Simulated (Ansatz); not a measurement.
# ZnSn2N3: a trial structure relaxed

The task: take a trial cell of ZnSn2N3 to zero force and stress.

Program: Ansatz 0.2.0. Level of theory: DFT PBE, scalar-relativistic, plane waves, PAW. These are calculated values, not measurements.

## Step 1: The starting structure

Symmetry: R-3m, No. 166, trigonal system. The conventional cell has a = 5.340 Å, b = 5.340 Å, c = 12.976 Å, α = 90.00°, β = 90.00°, γ = 120.00°. Zn (site symmetry -3m) is surrounded by 6 N at 2.66 Å. Sn (site symmetry 3m) has 9 N at 3.12 Å and 3 Zn at 3.13 Å and 4 Sn at 3.23 to 3.27 Å as nearest neighbours. Around N (site symmetry 2/m) lie 2 Zn at 2.66 Å and 4 N at 2.67 Å and 6 Sn at 3.12 Å.

Structure file:

```xyz
6
Lattice="2.6702 1.5417 4.3254 -2.6702 1.5417 4.3254 0.0000 -3.0833 4.3254" Properties=species:S:1:pos:R:3 pbc="T T T"
Zn    0.0000    0.0000    6.4882
Sn    0.0000    0.0000    1.6146
Sn    0.0000    0.0000   11.3617
N     1.3351   -0.7708    4.3254
N    -1.3351   -0.7708    4.3254
N     0.0000    1.5417    4.3254
```

The cell is invented: species swapped into a database cell of Y2CoRu3 (R-3m, No. 166), with Sn on the Y sites, Zn on the Co sites and N on the Ru sites. Its size is a rough estimate.

## Step 2: The guess as it stands, on a coarse mesh

Input file input.yaml:

```yaml
crystal:
  lattice:
    - [2.67024663, 1.54166761, 4.32543594]
    - [-2.67024663, 1.54166761, 4.32543594]
    - [0.0, -3.08333522, 4.32543594]
  atoms:
    - { symbol: Zn, position: [0.5, 0.5, 0.5] }
    - { symbol: Sn, position: [0.12442599, 0.12442599, 0.12442599] }
    - { symbol: Sn, position: [0.87557401, 0.87557401, 0.87557401] }
    - { symbol: "N", position: [0.5, 0.0, 0.5] }
    - { symbol: "N", position: [0.0, 0.5, 0.5] }
    - { symbol: "N", position: [0.5, 0.5, 0.0] }
basis:
  ecutwfc: 420
kpoints:
  mp_grid: { grid: [6, 6, 6] }
hamiltonian:
  xc: pbe
scf:
  occupations: { method: gaussian, width: 0.1 }
  lower_state_search: "off"
output:
  forces: true
  stress: true
  eigenvalues: true
```

On the command line:

```sh
ansatz run input.yaml --threads 1 --pin off --max-ram 2560MiB --backend cpu --events-out ev --progress --plain --runs-dir out
```

Further runs follow: coarse relaxation; full relaxation.

Before running it: what results should come out? Wanted: conventional cell; volume; energy over the elements; gap on the mesh.

The runs gave:

```
                                                                       quantity                                                                       value
                                         symmetry at the end (tolerance 0.05 Å)                                                  space group R-3m (No. 166)
                                                              conventional cell  a = 5.944 Å, b = 5.944 Å, c = 8.262 Å, α = 90.00°, β = 90.00°, γ = 120.00°
                                                                         volume                                                               14.04 Å³/atom
energy over the elements (uncorrected; H, N, O, F and Cl as molecules), grey Sn                                                               +0.95 eV/atom
                                                                gap on the mesh                                                                none (metal)
```

In words: The space group R-3m (No. 166) is kept, and the volume per atom shrinks by 21.1 % from the first guess. The formation energy is positive, so the separate elements lie lower. No finished test with a distortion of lower symmetry is shown, so the end may be a saddle point. The final runs have no spin polarisation, so no magnetic state was tried and one may lie lower.
